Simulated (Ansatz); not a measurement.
**r2SCAN/cc-pVDZ run of GeH4O2 (SMILES [OH][GeH2][OH])**

What is the electronic atomisation energy of GeH4O2 at r2SCAN/cc-pVDZ? 

Program for the calculation: Ansatz 0.2.0.

53 further runs of the same task are left out: 53 set aside as unsound or not needed.

## (1) The system as given

The species is GeH4O2 (7 atoms), meant as a singlet with charge 0. SMILES: `[OH][GeH2][OH]`. The coordinates come from a PBE0-D4/def2-TZVP relaxation. This is one conformer, not always the lowest.

Bond lengths: O1–Ge2 1.776 Å, Ge2–O3 1.773 Å, O1–H4 0.959 Å, Ge2–H5 1.543 Å, Ge2–H6 1.525 Å, O3–H7 0.959 Å. Angles: O1–Ge2–O3 110.8°, O1–Ge2–H5 108.6°, O1–Ge2–H6 106.6°, O3–Ge2–H5 109.7°, O3–Ge2–H6 104.9°, Ge2–O1–H4 113.3°, Ge2–O3–H7 113.6°, H5–Ge2–H6 116.1°.

## (2) A single-point energy at r2SCAN/cc-pVDZ

Contents of run.yaml:

```yaml
crystal:
  periodic: [false, false, false]
  atoms:
    - {symbol: O, position_ang: [-1.491300, -0.416000, -0.173900]}
    - {symbol: Ge, position_ang: [0.023500, 0.377000, 0.305300]}
    - {symbol: O, position_ang: [1.347400, -0.798900, 0.400600]}
    - {symbol: H, position_ang: [-1.634900, -0.418700, -1.122100]}
    - {symbol: H, position_ang: [0.363400, 1.460500, -0.739100]}
    - {symbol: H, position_ang: [-0.172500, 0.863100, 1.737300]}
    - {symbol: H, position_ang: [1.625600, -1.135200, -0.453800]}
basis:
  gaussian:
    orbitals: cc-pVDZ
output: {orbitals: {seedname: orbitals}}
hamiltonian:
  xc: {name: r2SCAN}
magnetization:
  spin_polarized: false
  initial_magnetization: 0
accuracy: high
```

The run is started by

```
ansatz run run.yaml --threads 1 --pin off --max-ram 3480MiB --events-out events.jsonl --progress --plain --runs-dir runs
```

Standard output:

```text
Warning: RAYON_NUM_THREADS=1 ignored (pool sized by the plan → 1); use --threads N
Functional definition: r2SCAN
  name "r2SCAN"
  parameter k0 = 0.174
  parameter k1 = 0.065
  parameter a1 = 4.9479
  exchange = r2scan_x(k0 = k0, k1 = k1, a1 = a1)
  correlation = r2scan_c
1673 factors; integrals over basis functions are off by at most 4.6e-9 eV
mean field evaluation 1: about -60667.0606 eV, gradient 6.9e1 eV
mean field evaluation 2: about -60636.2972 eV, gradient 1.4e2 eV
mean field evaluation 4: about -60675.2550 eV, gradient 2.3e0 eV
mean field evaluation 8: about -60675.2739 eV, gradient 3.9e-1 eV
mean field evaluation 16: about -60675.2742 eV, gradient 5.6e-6 eV
mean field -60675.27419252 eV, -2229.7751993972 hartree, gradient 3.2e-8 eV, S^2 0.000000; 0 other end points of the search recorded, 0 dependent functions left out
reference -60675.27419325 eV, -2229.7751994239 hartree; 26, 26 occupied and 49, 49 virtual orbitals, 1673 factors
Total energy: -60675.27419325 eV, -2229.7751994239 hartree
```

It took 9.9 s on 1 thread of Arm Neoverse V2, shared host; peak memory 0.23 GiB.

## (3) The Ge atom

Contents of run.yaml:

```yaml
crystal:
  periodic: [false, false, false]
  atoms:
    - {symbol: Ge, position_ang: [0.000000, 0.000000, 0.000000]}
basis:
  gaussian: {orbitals: cc-pVDZ}
magnetization: {spin_polarized: true, initial_magnetization: 2}
hamiltonian: {xc: {name: r2SCAN}}
accuracy: high
```

Run the same way, it converges to -2076.87368 Eh (log not shown).

## (4) The H atom at the same level

Contents of molecule.yaml:

```yaml
basis:
  gaussian:
    orbitals: cc-pVDZ
crystal:
  periodic: [false, false, false]
  atoms:
    - {symbol: H, position_ang: [0.000000, 0.000000, 0.000000]}
accuracy: high
magnetization:
  spin_polarized: true
  initial_magnetization: 1
hamiltonian:
  xc: r2scan
```

Run the same way, it converges to -0.49921 Eh (log not shown).

## (5) The O atom at the same level

Contents of run.yaml:

```yaml
crystal:
  periodic: [false, false, false]
  atoms:
    - {symbol: O, position_ang: [0.000000, 0.000000, 0.000000]}
basis:
  gaussian:
    orbitals: cc-pVDZ
accuracy: high
magnetization:
  spin_polarized: true
  initial_magnetization: 2
hamiltonian:
  xc: r2scan
```

Run the same way, it converges to -75.03225 Eh (log not shown).

## (6) What came out

Level: r2SCAN/cc-pVDZ.

```
                     quantity           value
       molecule: total energy  -2229.77520 Eh
        molecule: HOMO energy        -7.09 eV
        molecule: LUMO energy         0.42 eV
      molecule: HOMO–LUMO gap         7.51 eV
        Ge atom: total energy  -2076.87368 Eh
                Ge atom: ⟨S²⟩           2.004
         H atom: total energy     -0.49921 Eh
                 H atom: ⟨S²⟩           0.750
         O atom: total energy    -75.03225 Eh
                 O atom: ⟨S²⟩           2.003
electronic atomisation energy       22.863 eV
```

What this shows: Taking the molecule apart into free atoms costs 22.86 eV (527 kcal/mol), before zero-point energy and without spin-orbit coupling.
